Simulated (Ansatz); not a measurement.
# Sc7As: the cost of one run

Method: DFT PBE, scalar-relativistic, plane waves, PAW, unless a step names another level, in Ansatz 0.2.0.

16 further runs of the same task are left out: 1 that didn't finish, 15 set aside as unsound or not needed.

## (1) Plan

Pauling electronegativities: Sc 1.36, As 2.18 (spread 0.82). No set of common oxidation states balances it. Tabulated atomic sizes suggest about 18 Å³/atom. 29 candidates were drawn, by swapping species into database cells of other compounds, at random by space group and Wyckoff sites, or by hand, as the table says:

```
name                                                  made from  space group no.             Wyckoff sites  atoms (primitive cell)  V (Å³/atom)
 c01                                                     random              189          Sc 6k, 1a; As 1b                       8         21.0
 c02                                                     random              225         Sc 24e, 4b; As 4a                       8         20.1
 c03            built by hand: ordered bcc 2x2x2 superstructure              229          Sc 6b, 8c; As 2a                       8         21.0
 c04         built by hand: WC-like ScAs-Sc layered intergrowth              187  Sc 2i, 1d, 2h, 2i; As 1a                       8         22.4
 c05                                                     random              191      Sc 2c, 4h, 1a; As 1b                       8         19.8
 c06                                                     random              191      Sc 3f, 2c, 2d; As 1b                       8         23.1
 c07                                       built by hand: Ca7Ge              225         Sc 4b, 24d; As 4a                       8         20.9
 c08                                                     random              191      Sc 3g, 3f, 1b; As 1a                       8         19.5
 c09                                     database cell of Mg7Cu              187      Sc 3j, 3k, 1b; As 1e                       8         24.2
 c10                                                     random              216         Sc 24f, 4c; As 4d                       8         22.7
 c11  built by hand: ScAs-Sc layered intergrowth, octahedral As              164  Sc 2d, 1b, 2d, 2d; As 1a                       8         22.0
 c12                                      database cell of YMg7              187      Sc 3j, 3k, 1f; As 1a                       8         25.5
 c13                                     database cell of Mg7Cd              187      Sc 3k, 3j, 1e; As 1b                       8         23.3
 c14                                                     random               99      Sc 4d, 2c, 1b; As 1a                       8         21.1
 c15                                                     random              225         Sc 24e, 4a; As 4b                       8         20.4
 c16                                                     random              191  Sc 2e, 2c, 2d, 1a; As 1b                       8         23.4
 c17                                                     random              191          Sc 6l, 1a; As 1b                       8         22.5
 c18                                     database cell of Si7Ge              215          Sc 4e, 3c; As 1a                       8         24.9
 c19                                                     random              191      Sc 4h, 2c, 1b; As 1a                       8         22.1
 c20                                                     random              221          Sc 6e, 1b; As 1a                       8         21.7
 c21                                                     random              229          Sc 8c, 6b; As 2a                       8         22.5
 c22                                                     random              148         Sc 18f, 3a; As 3b                       8         22.3
 c23                                                     random              123      Sc 1b, 4i, 2e; As 1d                       8         19.6
 c24                                                     random              139      Sc 8i, 4d, 2a; As 2b                       8         22.3
 c25                                     database cell of MgPt7              225         Sc 24d, 4b; As 4a                       8         18.0
 c26            built by hand: ordered hcp 2x2x1 superstructure              187      Sc 3j, 3k, 1f; As 1a                       8         21.0
 c27             built by hand: Cu3Au-derived 1x1x2 layered fcc              123  Sc 4i, 1b, 1c, 1d; As 1a                       8         21.0
 c28                                                     random              191          Sc 4h, 3g; As 1a                       8         23.6
 c29                                                     random              191          Sc 1a, 6k; As 1b                       8         23.1
```

## (2) Screening run of c08

Input file input.yaml:

```yaml
crystal:
  lattice:
    - [5.89682117, 0.0, 0.0]
    - [-2.94841058, 5.10679693, 0.0]
    - [0.0, 0.0, 5.17568833]
  atoms:
    - { symbol: Sc, position: [0.5, 0.0, 0.5] }
    - { symbol: Sc, position: [0.0, 0.5, 0.5] }
    - { symbol: Sc, position: [0.5, 0.5, 0.5] }
    - { symbol: Sc, position: [0.5, 0.0, 0.0] }
    - { symbol: Sc, position: [0.0, 0.5, 0.0] }
    - { symbol: Sc, position: [0.5, 0.5, 0.0] }
    - { symbol: Sc, position: [0.0, 0.0, 0.5] }
    - { symbol: As, position: [0.0, 0.0, 0.0] }
basis:
  ecutwfc: 420
kpoints:
  mp_grid: { grid: [3, 3, 3] }
hamiltonian:
  xc: pbe
scf:
  occupations: { method: gaussian, width: 0.2 }
  lower_state_search: "off"
output:
  forces: true
  stress: true
  eigenvalues: true
relax:
  adjacent_minimum: "off"
  f_tol: 0.08
  max_steps: 16
  cell: { stress_tol: 0.8 }
```

Run with:

```bash
ansatz run input.yaml --threads 1 --pin off --max-ram 2560MiB --backend cpu --events-out ev --progress --plain --runs-dir out
```

Q: Estimate wall time and peak memory on 1 thread of Intel Xeon at 2.70GHz, shared host.

About 33 s, with a peak of 0.49 GiB.
